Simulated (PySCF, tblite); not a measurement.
# C5H6ClNS: dynamics, then NMR shifts on frames, part 2 of 2

tblite 0.8.0 and PySCF 2.14.0. Atoms count from 0.

## 5. Shielding tensors: 625 fs, PBE0/pcSseg-1

What the job is given:

```
{"job": {"kind": "nmr", "xc": "PBE0", "basis": "pcSseg-1", "pop": false}, "charge": 0, "multiplicity": 1}
C      2.847100    -0.242600    -0.294400
C      1.395000     0.140900    -0.109400
N      0.919000     1.301800    -0.500600
S     -0.717400     1.375300    -0.363700
C     -0.909200    -0.137600     0.327600
C     -2.192100    -0.750500     0.671300
C      0.315900    -0.657300     0.507200
Cl     0.661100    -2.248800     1.031200
H      3.265700    -0.447700     0.700700
H      2.855200    -1.223600    -0.896200
H      3.441700     0.501400    -0.822000
H     -2.433400    -0.463700     1.684900
H     -2.404400    -1.777900     0.460200
H     -2.848000    -0.168300     0.025500
```

Level: GIAO PBE0/pcSseg-1 NMR shielding, non-relativistic, gas phase.

Output:

```text
coarse grid: 13464 points
cycle   1  E = -1106.5289361350  dE =  1.427e+00  |g| = 3.762e-01  |ddm| = 3.909e+00
cycle   2  E = -1106.5132842983  dE =  1.565e-02  |g| = 4.737e-01  |ddm| = 8.926e-01
cycle   3  E = -1106.5600607738  dE = -4.678e-02  |g| = 1.277e-01  |ddm| = 5.582e-01
cycle   4  E = -1106.5631954087  dE = -3.135e-03  |g| = 4.827e-02  |ddm| = 1.540e-01
cycle   5  E = -1106.5637661741  dE = -5.708e-04  |g| = 9.265e-03  |ddm| = 6.375e-02
cycle   6  E = -1106.5637836705  dE = -1.750e-05  |g| = 3.818e-03  |ddm| = 1.226e-02
cycle   7  E = -1106.5637867794  dE = -3.109e-06  |g| = 1.223e-03  |ddm| = 4.651e-03
final grid: 122760 points
cycle   8  E = -1106.6112088656  dE = -2.468e-05  |g| = 1.007e-02  |ddm| = 3.198e-02
cycle   9  E = -1106.6111742565  dE =  3.461e-05  |g| = 1.500e-02  |ddm| = 2.773e-02
cycle  10  E = -1106.6112325280  dE = -5.827e-05  |g| = 2.241e-03  |ddm| = 1.980e-02
cycle  11  E = -1106.6112337380  dE = -1.210e-06  |g| = 4.279e-04  |ddm| = 2.572e-03
cycle  12  E = -1106.6112337764  dE = -3.835e-08  |g| = 1.253e-04  |ddm| = 4.643e-04
cycle  13  E = -1106.6112337797  dE = -3.316e-09  |g| = 2.959e-05  |ddm| = 1.352e-04
cycle  14  E = -1106.6112337799  dE = -1.696e-10  |g| = 1.618e-05  |ddm| = 4.741e-05
converged SCF energy = -1106.6112337799

GIAO shielding tensors (ppm)
atom      isotropic    diamagn.    paramagn.     s11        s22        s33       span
  0 C      160.811     246.033     -85.223    148.046    154.580    179.806     31.761
  1 C        7.567     258.072    -250.505    -69.709     -6.018     98.428    168.137
  2 N      -63.860     331.937    -395.796   -304.112    -98.570    211.103    515.215
  3 S      155.690    1058.761    -903.071    -32.581    201.386    298.265    330.846
  4 C       34.221     266.879    -232.658    -49.636     12.056    140.243    189.878
  5 C      179.163     243.243     -64.080    162.113    182.425    192.953     30.841
  6 C       53.889     256.074    -202.186    -17.903     79.802     99.767    117.670
  7 Cl     793.219    1148.726    -355.507    574.591    829.265    975.802    401.212
  8 H       28.594      27.449       1.146     24.030     27.954     33.799      9.769
  9 H       27.870      27.032       0.839     23.142     27.757     32.712      9.570
 10 H       28.597      26.991       1.607     23.878     27.287     34.626     10.748
 11 H       29.526      27.409       2.118     24.918     26.414     37.247     12.330
 12 H       29.597      28.488       1.109     24.267     28.593     35.931     11.664
 13 H       29.283      28.566       0.716     22.169     29.998     35.682     13.513
```

Wall time 40 s (1 thread of Intel Xeon at 2.70GHz, shared host); peak memory 0.84 GiB.

Key values: δ C1 179.4, C4 152.7, C6 133.0, C0 26.1, H9 3.85, H8 3.12 ppm.

## 6. NMR shieldings: 800 fs, PBE0/pcSseg-1

What the job is given:

```
{"job": {"kind": "nmr", "xc": "PBE0", "basis": "pcSseg-1", "pop": false}, "charge": 0, "multiplicity": 1}
C      3.019900    -0.273800    -0.263300
C      1.612100     0.103800    -0.112100
N      1.106400     1.283100    -0.497800
S     -0.406400     1.514100    -0.155900
C     -0.690800    -0.117600     0.431600
C     -2.094600    -0.573200     0.776200
C      0.570900    -0.819800     0.449600
Cl     0.863400    -2.338700     1.143500
H      3.416900    -0.674100     0.700800
H      3.163600    -1.054600    -1.001800
H      3.727300     0.594900    -0.512700
H     -2.675800     0.313400     1.197200
H     -2.067000    -1.433300     1.425400
H     -2.580800    -0.948300    -0.166000
```

Level: GIAO PBE0/pcSseg-1 NMR shielding, non-relativistic, gas phase.

Output:

```text
coarse grid: 13464 points
cycle   1  E = -1106.5185476145  dE =  1.187e+00  |g| = 3.891e-01  |ddm| = 3.829e+00
cycle   2  E = -1106.4799954276  dE =  3.855e-02  |g| = 5.754e-01  |ddm| = 9.731e-01
cycle   3  E = -1106.5511880762  dE = -7.119e-02  |g| = 1.419e-01  |ddm| = 6.818e-01
cycle   4  E = -1106.5555981452  dE = -4.410e-03  |g| = 4.615e-02  |ddm| = 1.713e-01
cycle   5  E = -1106.5561267727  dE = -5.286e-04  |g| = 1.193e-02  |ddm| = 5.810e-02
cycle   6  E = -1106.5561572629  dE = -3.049e-05  |g| = 4.197e-03  |ddm| = 1.279e-02
cycle   7  E = -1106.5561610969  dE = -3.834e-06  |g| = 1.354e-03  |ddm| = 4.664e-03
final grid: 122760 points
cycle   8  E = -1106.6050066905  dE = -2.090e-05  |g| = 1.013e-02  |ddm| = 3.338e-02
cycle   9  E = -1106.6049629943  dE =  4.370e-05  |g| = 1.602e-02  |ddm| = 2.815e-02
cycle  10  E = -1106.6050308111  dE = -6.782e-05  |g| = 2.570e-03  |ddm| = 2.000e-02
cycle  11  E = -1106.6050323531  dE = -1.542e-06  |g| = 5.201e-04  |ddm| = 2.671e-03
cycle  12  E = -1106.6050324043  dE = -5.120e-08  |g| = 1.768e-04  |ddm| = 5.948e-04
cycle  13  E = -1106.6050324107  dE = -6.407e-09  |g| = 5.628e-05  |ddm| = 2.023e-04
cycle  14  E = -1106.6050324113  dE = -6.089e-10  |g| = 3.038e-05  |ddm| = 8.120e-05
converged SCF energy = -1106.6050324113

GIAO shielding tensors (ppm)
atom      isotropic    diamagn.    paramagn.     s11        s22        s33       span
  0 C      165.071     242.775     -77.705    153.209    156.356    185.646     32.438
  1 C       10.415     255.760    -245.346    -53.930    -11.056     96.229    150.159
  2 N      -45.704     332.097    -377.801   -311.569    -74.800    249.257    560.826
  3 S      142.725    1059.151    -916.427    -58.026    210.140    276.060    334.086
  4 C       -2.122     264.670    -266.791    -90.923    -30.508    115.065    205.988
  5 C      165.461     245.234     -79.773    146.406    169.153    180.825     34.419
  6 C       39.409     256.122    -216.713    -48.398     64.581    102.045    150.443
  7 Cl     798.602    1148.230    -349.628    561.933    873.177    960.696    398.763
  8 H       28.441      26.726       1.715     23.353     28.782     33.189      9.837
  9 H       29.114      27.040       2.075     24.559     27.604     35.180     10.621
 10 H       27.486      24.547       2.939     22.525     26.177     33.757     11.232
 11 H       27.686      26.938       0.748     22.292     27.015     33.751     11.459
 12 H       28.767      28.980      -0.213     23.410     29.449     33.442     10.032
 13 H       28.266      27.542       0.724     24.226     25.595     34.977     10.751
```

Run time: 40 s. Hardware: 1 thread of Intel Xeon at 2.70GHz, shared host; peak memory 0.84 GiB.

In short: δ C4 189.0, C1 176.5, C6 147.5, C0 21.9, H10 4.23, H11 4.03 ppm.

## 7. NMR shieldings: 1000 fs, PBE0/pcSseg-1

What the job is given:

```
{"job": {"kind": "nmr", "xc": "PBE0", "basis": "pcSseg-1", "pop": false}, "charge": 0, "multiplicity": 1}
C      3.025600    -0.388200     0.339000
C      1.623500     0.027900     0.172400
N      1.290400     1.196600    -0.293000
S     -0.356600     1.400100    -0.231400
C     -0.653800    -0.071100     0.624200
C     -2.012000    -0.628100     0.940700
C      0.535400    -0.756000     0.742000
Cl     0.757400    -2.323000     1.375600
H      3.169400    -0.596800     1.420000
H      3.253000    -1.229300    -0.251400
H      3.704500     0.463400     0.110300
H     -2.762400     0.179300     0.909200
H     -2.029500    -1.097200     1.890200
H     -2.283500    -1.417500     0.179700
```

Level: GIAO PBE0/pcSseg-1 NMR shielding, non-relativistic, gas phase.

Output:

```text
coarse grid: 13464 points
cycle   1  E = -1106.5396839321  dE =  1.334e+00  |g| = 3.766e-01  |ddm| = 3.864e+00
cycle   2  E = -1106.5211399010  dE =  1.854e-02  |g| = 4.808e-01  |ddm| = 8.963e-01
cycle   3  E = -1106.5703619466  dE = -4.922e-02  |g| = 1.379e-01  |ddm| = 5.861e-01
cycle   4  E = -1106.5742330862  dE = -3.871e-03  |g| = 4.755e-02  |ddm| = 1.616e-01
cycle   5  E = -1106.5747864051  dE = -5.533e-04  |g| = 9.808e-03  |ddm| = 6.116e-02
cycle   6  E = -1106.5748074857  dE = -2.108e-05  |g| = 3.545e-03  |ddm| = 1.256e-02
cycle   7  E = -1106.5748102912  dE = -2.805e-06  |g| = 6.970e-04  |ddm| = 3.892e-03
final grid: 122760 points
cycle   8  E = -1106.6227307260  dE = -3.149e-05  |g| = 9.032e-03  |ddm| = 3.602e-02
cycle   9  E = -1106.6227092394  dE =  2.149e-05  |g| = 1.253e-02  |ddm| = 2.207e-02
cycle  10  E = -1106.6227493813  dE = -4.014e-05  |g| = 1.978e-03  |ddm| = 1.582e-02
cycle  11  E = -1106.6227503220  dE = -9.407e-07  |g| = 4.943e-04  |ddm| = 2.548e-03
cycle  12  E = -1106.6227503716  dE = -4.968e-08  |g| = 1.636e-04  |ddm| = 5.166e-04
cycle  13  E = -1106.6227503771  dE = -5.491e-09  |g| = 4.196e-05  |ddm| = 1.705e-04
cycle  14  E = -1106.6227503774  dE = -2.435e-10  |g| = 2.871e-05  |ddm| = 6.878e-05
converged SCF energy = -1106.6227503774

GIAO shielding tensors (ppm)
atom      isotropic    diamagn.    paramagn.     s11        s22        s33       span
  0 C      165.475     245.937     -80.463    153.842    156.766    185.815     31.973
  1 C       14.810     255.791    -240.981    -55.020     -6.230    105.680    160.700
  2 N      -55.462     332.874    -388.335   -281.266    -94.275    209.155    490.421
  3 S      122.698    1058.171    -935.473    -69.059    185.322    251.831    320.890
  4 C       18.770     263.874    -245.105    -60.602    -11.779    128.689    189.291
  5 C      170.062     244.808     -74.745    152.277    173.196    184.714     32.438
  6 C       49.345     258.967    -209.622    -30.311     81.942     96.406    126.717
  7 Cl     791.577    1148.457    -356.880    574.623    853.678    946.430    371.807
  8 H       28.753      27.409       1.343     23.577     29.234     33.446      9.869
  9 H       29.962      28.626       1.336     25.440     28.874     35.570     10.131
 10 H       28.353      26.205       2.148     23.215     27.313     34.531     11.315
 11 H       28.821      28.131       0.690     23.065     28.185     35.212     12.147
 12 H       29.629      29.064       0.565     24.370     29.247     35.271     10.900
 13 H       28.435      27.625       0.810     23.972     26.068     35.264     11.292
```

Run time: 40 s. Hardware: 1 thread of Intel Xeon at 2.70GHz, shared host; peak memory 0.84 GiB.

This run: δ C1 172.1, C4 168.2, C6 137.6, C0 21.5, H10 3.36, H13 3.28 ppm.

## 8. Comparing the runs: NMR shifts

Shifts (ppm) of some atoms, chosen among heavy atoms and hydrogens apart, with basis size and wall time:

| frame | C4 | C6 | H9 | H11 | N2 | S3 | Cl7 | functions | time |
| --- | --- | --- | --- | --- | --- | --- | --- | --- | --- |
| 250 fs | 182.5 | 133.9 | 2.81 | 2.43 | 327.2 | 422 | 174 | 180 | 40 s |
| 425 fs | 180.8 | 138.8 | 2.63 | 3.60 | 319.3 | 411 | 214 | 180 | 41 s |
| 625 fs | 152.7 | 133.0 | 3.85 | 2.19 | 331.6 | 348 | 157 | 180 | 40 s |
| 800 fs | 189.0 | 147.5 | 2.60 | 4.03 | 313.4 | 361 | 151 | 180 | 40 s |
| 1000 fs | 168.2 | 137.6 | 1.76 | 2.90 | 323.2 | 381 | 158 | 180 | 40 s |

## 9. What came out

This closing draws on all 2 parts.

| quantity | value |
| --- | --- |
| thermostat | 300 K |
| mean temperature, second half | 306 K |
| mean potential energy above the minimum | 0.50 eV |
| 13C shifts against TMS (PBE0/pcSseg-1, 250 fs) | 182.5, 166.1, 133.9, 18.9, 15.7 ppm |
| 1H shifts against TMS (PBE0/pcSseg-1, 250 fs) | 2.94, 2.83, 2.81, 2.43, 2.36, 2.14 ppm |
| 15N shifts against NH3 (PBE0/pcSseg-1, 250 fs) | 327.2 ppm |
| 33S shifts against CS2 (PBE0/pcSseg-1, 250 fs) | 422 ppm |
| 35Cl shifts against HCl (PBE0/pcSseg-1, 250 fs) | 174 ppm |
| range of the shift of S3 | 348 to 422 ppm |

In the second half the potential energy averages 0.50 eV above the minimum; equipartition over 36 harmonic modes at 300 K would give 0.47 eV. With 14 atoms the temperature swings widely (150 to 456 K). Shifts at one fixed geometry are not the observed spectrum, which averages over the motion. In the first frame run (250 fs): The largest span, 541 ppm, is at N2, where the paramagnetic term is -391 ppm. In ppm, S3 moves most: its shift spreads over 74 ppm, from 348 (625 fs) to 422 (250 fs).
